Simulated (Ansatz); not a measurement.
# CH₇Al₂N: a ladder of functionals and wavefunction methods

The task here is to estimate one member of a computed series from the others.

Program: Ansatz 0.2.0, Gaussian basis. Level of theory: functionals in def2-TZVPP, the program's frozen cores in correlated methods. These are calculated values, not measurements.

Plan: LDA (SPW92), PBE-D4, revPBE-D4, BLYP-D4, r2SCAN-D4, B97M-V, PBE0-D4, B3LYP-D4, r2SCANh-D4, r2SCAN0-D4, HSE06-D4, BHLYP-D4, CAM-B3LYP-D4, LC-ωPBE, ωB97X-V, ωB97M-V, B2PLYP, PBE-QIDH; CCSD(T)/def2-SVP; CCSD(T)/def2-TZVPP; MP2/def2-QZVPP; extrapolation to the limit; RPA on PBE.

## The relaxed structure

An earlier PBE0-D4 in a triple-zeta def2 set relaxation fixed the geometry.

SMILES `C[N]([AlH2])[AlH2]`, 11 atoms, charge 0, spin multiplicity 1.

Atoms are counted from 1 here; the program's logs count them from 0.

Bond lengths: C1–N2 1.467 Å, C1–H5 1.095 Å, C1–H6 1.095 Å, C1–H7 1.095 Å, N2–Al3 1.790 Å, N2–Al4 1.790 Å, Al3–H8 1.582 Å, Al3–H9 1.587 Å, Al4–H10 1.587 Å, Al4–H11 1.582 Å. Angles: N2–C1–H5 111.6°, N2–C1–H6 111.9°, N2–C1–H7 111.9°, H5–C1–H6 107.0°, H5–C1–H7 107.0°, H6–C1–H7 107.2°, C1–N2–Al3 119.3°, C1–N2–Al4 119.4°, Al3–N2–Al4 121.2°, N2–Al3–H8 118.3°, N2–Al3–H9 117.8°, H8–Al3–H9 123.9°, N2–Al4–H10 117.8°, N2–Al4–H11 118.3°, H10–Al4–H11 123.9°.

As a file:

```xyz
11

C    -0.0007    1.4250    0.0896
N     0.0442   -0.0388    0.0101
Al   -0.4039   -1.0085    1.4460
Al    0.4463   -0.8225   -1.5483
H     0.9755    1.8453    0.3542
H    -0.2959    1.8772   -0.8628
H    -0.7127    1.7705    0.8463
H    -0.3023   -2.5842    1.3498
H    -0.8969   -0.2312    2.7382
H     0.6766    0.1114   -2.8099
H     0.5353   -2.4012   -1.5926
```

Set-up of the first run:

in.yaml reads:

```yaml
crystal:
  periodic: [false, false, false]
  atoms:
    - {symbol: C, position_ang: [-0.000739, 1.424990, 0.089603]}
    - {symbol: N, position_ang: [0.044242, -0.038785, 0.010069]}
    - {symbol: Al, position_ang: [-0.403938, -1.008547, 1.446015]}
    - {symbol: Al, position_ang: [0.446300, -0.822525, -1.548279]}
    - {symbol: H, position_ang: [0.975527, 1.845309, 0.354172]}
    - {symbol: H, position_ang: [-0.295892, 1.877212, -0.862801]}
    - {symbol: H, position_ang: [-0.712717, 1.770457, 0.846302]}
    - {symbol: H, position_ang: [-0.302283, -2.584161, 1.349799]}
    - {symbol: H, position_ang: [-0.896943, -0.231213, 2.738206]}
    - {symbol: H, position_ang: [0.676606, 0.111429, -2.809894]}
    - {symbol: H, position_ang: [0.535337, -2.401167, -1.592593]}
basis:
  gaussian: {orbitals: def2-TZVPP}
hamiltonian: {xc: lda}
output: {orbitals: {seedname: orbitals}}
```

Command:

```
$ ansatz run in.yaml --threads 2 --pin off --events-out ev --progress --plain --max-ram 4352MiB
```

Among the steps run: LDA; PBE-D4 (GGA); revPBE-D4 (GGA); BLYP-D4 (GGA); r2SCAN-D4 (meta-GGA); B97M-V (meta-GGA); B3LYP-D4 (hybrid); r2SCANh-D4 (hybrid); r2SCAN0-D4 (hybrid); HSE06-D4 (hybrid); BHLYP-D4 (hybrid); CAM-B3LYP-D4 (range-separated); LC-ωPBE (range-separated); ωB97X-V (range-separated); ωB97M-V (range-separated); B2PLYP (double hybrid); PBE-QIDH (double hybrid).

One of the session's tables, all rows but one given; the rest of the session is left out.

It belongs to the step «Orbital energies across the functionals». 

```
  functional  HOMO (eV)  gap (eV)
 LDA (SPW92)      -6.33      4.25
      PBE-D4      -6.18      4.34
   revPBE-D4      -6.12      4.39
     BLYP-D4          ?         ?
   r2SCAN-D4      -6.40      4.90
      B97M-V      -6.51      4.77
     PBE0-D4      -7.35      6.29
    B3LYP-D4      -7.13      5.87
  r2SCANh-D4      -6.84      5.60
  r2SCAN0-D4      -7.52      6.66
    HSE06-D4      -6.95      5.53
    BHLYP-D4      -8.44      8.17
CAM-B3LYP-D4      -8.69      8.55
     LC-ωPBE     -10.07     11.01
     ωB97X-V      -9.71     10.54
     ωB97M-V      -9.64     10.18
```

Q: Estimate the row for BLYP-D4 from the others.

Worked estimate for «HOMO (eV)». Against the share of exact exchange, B3LYP-D4 (0.2, -7.13), BHLYP-D4 (0.5, -8.44) give a slope of -4.37 per unit share; at 0 the line stands at -6.26.

As computed: HOMO (eV): -6.04; gap (eV): 4.32. In «HOMO (eV)» the line misses by -0.22.
